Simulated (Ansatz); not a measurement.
**AlGaHCl (triplet): from Hartree-Fock to the top rungs, cc-pVDZ**

An exercise on one series of results from a longer session: the logs are not shown, and one member is left open.

Method: cc-pVDZ, core rule «outside noble gas», up to 24 orbitals frozen; program: Ansatz 0.2.0, Gaussian basis.

The runs, in order: UHF; CCSD(T) on ROHF; CCSD(T) on UHF; BCCD(T) on ROHF; CISD; CCSDT(Q) on ROHF; CCSDT(Q) on UHF; CASSCF and NEVPT2, 10 electrons in 10 orbitals.

13 further runs of the same task are left out: 9 that didn't finish, 4 set aside as unsound or not needed.

## The system

The geometry is a PBE0/def2-TZVP stationary point (not a proven minimum) of the parent state, kept for this charge and spin. No spin-orbit coupling is included. The filled d shell of Ga may be among the frozen orbitals whatever the setting's name suggests; the logs give the count.

4 atoms, charge 0, spin multiplicity 3.

Atoms are counted from 1 here; the program's logs count them from 0.

Bond lengths: Al1–Ga2 2.682 Å, Al1–H4 1.771 Å, Ga2–Cl3 2.187 Å. Angles: Ga2–Al1–H4 50.2°, Al1–Ga2–Cl3 147.6°.

The first run:

File in.yaml:

```yaml
crystal:
  periodic: [false, false, false]
  atoms:
    - {symbol: Al, position_ang: [0.000000, 0.326130, 2.618171]}
    - {symbol: Ga, position_ang: [0.000000, -0.327997, 0.017077]}
    - {symbol: Cl, position_ang: [0.000000, 0.357921, -2.059892]}
    - {symbol: H, position_ang: [0.000000, 1.369208, 1.186968]}
basis:
  gaussian: {orbitals: cc-pVDZ}
magnetization: {spin_polarized: true, initial_magnetization: 2}
hamiltonian: {xc: hf}
output: {orbitals: {seedname: orbitals}}
```

Started as:

```bash
ansatz run in.yaml --threads 1 --pin off --events-out ev --progress --plain --max-ram 2393MiB
```

Among the steps run: UHF; CCSD(T) on ROHF; CCSD(T) on UHF; BCCD(T) on ROHF; CISD; CCSDT(Q) on ROHF; CCSDT(Q) on UHF; CASSCF and NEVPT2, 10 electrons in 10 orbitals.

One table of the session follows, with a row left open; its other results are not shown here.

| method | from UCCSDT(Q) (meV) |
| --- | --- |
| ROHF | +7405.2 |
| UHF | +7341.5 |
| RMP2 | +1263.1 |
| UMP2 | ? |
| RCCSD | +295.6 |
| UCCSD | +294.3 |
| RCCSD(T) | +70.0 |
| UCCSD(T) | +70.4 |
| BCCD(T) | +67.4 |
| RCCSDT | +21.3 |
| UCCSDT | +20.8 |
| RCCSDT(Q) | +2.2 |
| UCCSDT(Q) | 0 |
| CASSCF frontier | +5963.7 |
| NEVPT2 frontier | +1034.0 |

Q: Estimate the row for UMP2 from the others.

As computed: from UCCSDT(Q) (meV): +1250.2. In the column «from UCCSDT(Q) (meV)» it lies between NEVPT2 frontier (+1034.0) and RMP2 (+1263.1).

Not comparable, so not listed: CISD (they don't share determinant, frozen orbitals or solution with the rows shown, or repeat one).

Limits of these values: Restricted and unrestricted rows rest on different reference determinants; where their highest levels disagree by more than a few hundredths of an eV, they describe different states and don't form one ladder.
